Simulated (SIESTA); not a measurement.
BiTe, 2 atoms in the cell. It takes space group R-3m (No. 166, trigonal). The conventional cell has a = 4.845 Å, b = 4.845 Å, c = 9.952 Å, α = 90.00°, β = 90.00°, γ = 120.00°. Bi (site symmetry -3m) has 6 Te at 3.25 Å as nearest neighbours. Te (site symmetry -3m) is surrounded by 6 Bi at 3.25 Å. The cell comes from a database or a generator and needn't be the stable form of this composition.

* Program: SIESTA 5.4.2
* Task: single point
* Functional: PBE
* Potentials or basis: PseudoDojo 0.4 standard (PBE files)
* Basis: DZP (energy shift 0.003 Ry; two zetas on semicore shells)
* Grid cutoff: 500 Ry
* Energy shift: 0.003 Ry
* k mesh: 7 × 7 × 7
* Occupations: fermi-dirac, width 0.05 eV
* Spin: no spin polarisation

Potentials or basis: PseudoDojo 0.4 standard (PBE files), DZP (energy shift 0.003 Ry; two zetas on semicore shells).

Run with:

```sh
$ siesta < BiTe.fdf > BiTe.out 2>&1
```

Hardware: 1 thread of Intel(R) Xeon(R) 6975P-C (Granite Rapids), with other jobs on the host.

Problem. How long does it take, and how much memory?

Solution. Run time: 24 s on 1 thread of Intel(R) Xeon(R) 6975P-C (Granite Rapids), with other jobs on the host, peak memory 0.26 GiB. Counts: scf iterations 10, k points 172, bands 46.
